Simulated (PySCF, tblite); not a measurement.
# C9H10N2: geometry, infrared bands and NMR shifts

Aim: predict the infrared bands and NMR shifts of C9H10N2 (`Cc1nn(C)c2ccccc12`).

Programs: tblite 0.8.0 and PySCF 2.14.0, with density-fitted response routines of our own. Each step states its level of theory. These are calculated values for one molecule in the gas phase, unless marked as measured. Atoms are numbered from 0 throughout.

### 1 The molecule as given

21 atoms, charge 0, multiplicity 1; geometry from: force field or distance geometry start.

Bonds of the start (Å): C0–C1 1.50, C1–N2 1.34, N2–N3 1.36, N3–C4 1.45, N3–C5 1.36, C5–C6 1.40, C6–C7 1.40, C7–C8 1.39, C8–C9 1.39, C9–C10 1.41, C10–C1 1.42, C10–C5 1.39, C0–H11 1.09, C0–H12 1.08, C0–H13 1.09, C4–H14 1.08, C4–H15 1.09, C4–H16 1.09, C6–H17 1.09, C7–H18 1.09, C8–H19 1.09, C9–H20 1.09.

### 2 Optimising the geometry with GFN2-xTB

The job: settings as JSON, then the geometry in Å.

```
{"job": {"kind": "relax", "xc": "GFN2-xTB", "basis": "xTB"}, "charge": 0, "multiplicity": 1}
C      2.900700    -0.733700    -0.074900
C      1.407600    -0.687600     0.002700
N      0.716100    -1.832700     0.058700
N     -0.572600    -1.405400     0.120900
C     -1.634300    -2.390400     0.200300
C     -0.724600    -0.049000     0.133400
C     -1.847800     0.783600     0.197100
C     -1.627800     2.167300     0.190500
C     -0.341000     2.687900     0.111300
C      0.766400     1.848000     0.050600
C      0.572800     0.453600     0.057900
H      3.265000    -1.761900    -0.092500
H      3.228800    -0.226500    -0.974200
H      3.341700    -0.225500     0.785800
H     -1.211500    -3.386900     0.171500
H     -2.291000    -2.241600    -0.657300
H     -2.182200    -2.236900     1.128700
H     -2.854100     0.369000     0.260100
H     -2.487700     2.839100     0.241100
H     -0.200200     3.771000     0.106600
H      1.766800     2.275500    -0.008500
```

The run is started by

```bash
OMP_NUM_THREADS=1 python probes_run.py task.json out
```

This one command runs all jobs of the session in turn.

**Question.** This job is followed by: GFN2-xTB harmonic vibrations, gas phase; GIAO PBE0/pcSseg-1 NMR shielding, non-relativistic, gas phase. Predict these results of the whole session: strongest single infrared mode (GFN2-xTB); zero-point energy (GFN2-xTB); ¹³C shifts against TMS (PBE0/pcSseg-1); ¹H shifts against TMS (PBE0/pcSseg-1, means over atoms taken as alike); ¹⁵N shifts against NH3 (PBE0/pcSseg-1).

As calculated:

| quantity | value |
| --- | --- |
| strongest single infrared mode (GFN2-xTB) | 3086 cm⁻¹, 98 km/mol |
| zero-point energy (GFN2-xTB) | 105.9 kcal/mol |
| ¹³C shifts against TMS (PBE0/pcSseg-1) | 145.4, 143.5, 130.1, 130.0, 125.3, 124.2, 112.3, 36.9, 14.7 ppm |
| ¹H shifts against TMS (PBE0/pcSseg-1, means over atoms taken as alike) | 7.98, 7.63, 7.51, 7.44, 4.18, 2.73 ppm |
| ¹⁵N shifts against NH3 (PBE0/pcSseg-1) | 358.0, 192.7 ppm |

What this shows: Over 25 steps the energy fell by 0.192 eV; of the close pairs, C1–N2 changed most, 1.339 to 1.312 Å. All 57 modes are real, so the xTB geometry is a minimum. The strongest single mode, at 3086 cm⁻¹, is carried by H20, H17, H18. Unscaled tight-binding wavenumbers are off by several per cent, some by more. Its intensities can rank the bands wrongly. At PBE0/pcSseg-1: The largest span, 406 ppm, is at N2, where the paramagnetic term is -417 ppm. NICS(1)zz of -30 ppm above the planar ring from C1 marks a diatropic (aromatic) ring current. NICS(1)zz of -30 ppm above the planar ring from C5 marks a diatropic (aromatic) ring current.
